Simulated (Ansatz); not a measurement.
I need the spin response to a magnetic field of Al3Cu, space group Pm-3m. Use Ansatz 0.2.0 through its Python package. Use (first run): PBEsol, PAW, cutoff 510 eV, 7×7×7 k-points, Fermi-Dirac smearing of 0.05 eV, collinear spin.

```
CELL_PARAMETERS angstrom
3.92415 0.00000 0.00000
0.00000 3.92415 0.00000
0.00000 0.00000 3.92415
ATOMIC_POSITIONS crystal
Al 0.00000 0.50000 0.50000
Al 0.50000 0.00000 0.50000
Al 0.50000 0.50000 0.00000
Cu 0.00000 0.00000 0.00000
```

Script `run_zeeman.py`:
```python
"""Spin moment of Al3Cu in a magnetic field."""

import ansatz as az
import numpy as np
from tabulate import tabulate

system = (
    az.Lattice.cubic(3.924151)
    .space_group(221)
    .atom("Al", [0.0, 0.5, 0.5])
    .atom("Cu", [0.0, 0.0, 0.0])
)

setup = (
    system.calculation()
    .functional("PBEsol")
    .kpoints(7)
    .basis(510)
    .occupations("fermi_dirac", width=0.05)
    .spin("collinear")
)
# the field acts on the spins alone; such large fields lift the response over the noise
rows = []
for tesla in [0, 250, 500]:
    rep = (setup.magnetic_field(tesla) if tesla else setup).run(threads=1, pin="off").report
    rows.append((tesla, rep["magnetization_mub"], rep["free_energy_ev"], rep["components"].get("e_zeeman", 0.0)))
print(tabulate(rows, headers=["B (T)", "moment muB", "F eV", "Zeeman term eV"], floatfmt=".4f", tablefmt="pipe"))
slope = np.polyfit([row[0] for row in rows], [row[1] for row in rows], 1)[0]
print(f"dM/dB = {1000 * slope:.4f} muB per 1000 T per cell")
```

```console
$ python run_zeeman.py
RunWarning: this spin-polarised run has no starting moment large enough to seed its density, so its SCF can try parallel moments of its own, which can die out, and starts no order whose moments cancel. Behind that start scf.lower_state_search: light tries no other order and makes no probe for moments, and off searches [...]
|   B (T) |   moment muB |       F eV |   Zeeman term eV |
|--------:|-------------:|-----------:|-----------------:|
|       0 |       0.0000 | -8162.5481 |           0.0000 |
|     250 |       0.0170 | -8162.5483 |          -0.0002 |
|     500 |       0.0340 | -8162.5486 |          -0.0010 |
dM/dB = 0.0680 muB per 1000 T per cell
```
(Warnings from the package without file and line, shortened.)

Absolute energies stand on the zero of these potentials, so only differences at equal settings mean something. A total without «per atom» is that of the cell as typed. For a metal this k-point mesh is coarse: on a finer one energies can move by several to tens of meV an atom and pressures by half a GPa or more, differences at one mesh by less. The structure comes from a database of computed cells and needn't be a stable or known phase. Orbital magnetism is left out. The response of a metal hangs strongly on mesh and smearing, and a straight-line fit holds only where the moment is linear in the field. Run time: 17 s on 1 thread of Arm Neoverse V1 (shared host), peak memory 0.41 GiB.

(Lines on the test bed's own set-up are left out of the output.)
